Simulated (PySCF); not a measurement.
# TlF₂⁻: relaxation and vibrations of the singlet

Aim: relax TlF₂⁻ as a singlet from a bent start, check by its vibrations whether the end is a minimum, and collect its spectrum and constants.

Program: PySCF 2.14.0. Level of theory: PBE0, basis Tl def2-TZVPD with ECP60, F def2-TZVPD, scalar-relativistic core potentials, no spin–orbit coupling, density fitting. These are calculated values, not measurements.

## (1) The starting structure

3 atoms, charge -1, spin multiplicity 1.

Bond lengths: Tl1–F2 2.080 Å, Tl1–F3 2.080 Å. Angles: F2–Tl1–F3 110.0°.

```xyz
3
charge -1 multiplicity 1
Tl    0.0000    0.0000    0.0000
F     1.7038    0.0000    1.1930
F    -1.7038    0.0000    1.1930
```

## (2) Finding the electronic state

The steps below are one call of a driver around PySCF. For each, scf.py gives the equivalent set-up of the SCF; relaxations use the driver's own optimiser. After this first run the driver tries any further starts and a stability analysis.

File scf.py:

```python
from pyscf import gto, scf, dft
mol = gto.M(atom='''
Tl     0.000000     0.000000     0.000000
F      1.703800     0.000000     1.193000
F     -1.703800     0.000000     1.193000''',
    basis={'Tl': 'def2-TZVPD', 'F': 'def2-TZVPD'},
    ecp={'Tl': 'def2-TZVPD'},
    charge=-1, spin=0)
mf = dft.RKS(mol, xc='PBE0')
mf.grids.atom_grid = (50, 194)
aux = {'Tl': 'def2-universal-JKFIT', 'F': 'def2-universal-JKFIT'}
mf = mf.density_fit(auxbasis=aux)
mf.conv_tol = 1e-08
mf.diis_space = 10
mf.max_cycle = 60
mf.init_guess = 'minao'
mf.verbose = 4
mf.kernel()
```

Command:

```
$ OMP_NUM_THREADS=2 python axn.py task.json out
```

Further steps of the session: Relaxing the singlet from the bent start; Is it a minimum? Harmonic modes.

Before running it: what results should come out? Wanted: minimum; geometry; wavenumbers; dipole moment; highest occupied, lowest empty level; polar-tensor charge of Tl1; zero-point energy.

As calculated:

| quantity | value |
| --- | --- |
| minimum | singlet, C2v |
| geometry | Tl–F 2.209 Å (×2); F–Tl–F 100.5° |
| wavenumbers (cm⁻¹) | 117 (a1), 343 (b2), 366 (a1) |
| dipole moment (centre of mass) | 5.57 D |
| highest occupied, lowest empty level | -2.04, 3.16 eV |
| polar-tensor charge of Tl1 | +0.78 e |
| zero-point energy | 4.9 kJ/mol |
| entropy at 298.15 K | 301.1 J/(mol K) |

What this shows: The molecule stays C2v, as typed, and the end point is a minimum. The strongest infrared band lies at 343 cm⁻¹ (b2, stretch). Only this shape and spin were tried, so other structures or states may lie lower. Spin–orbit coupling, left out here, can matter for elements this heavy.
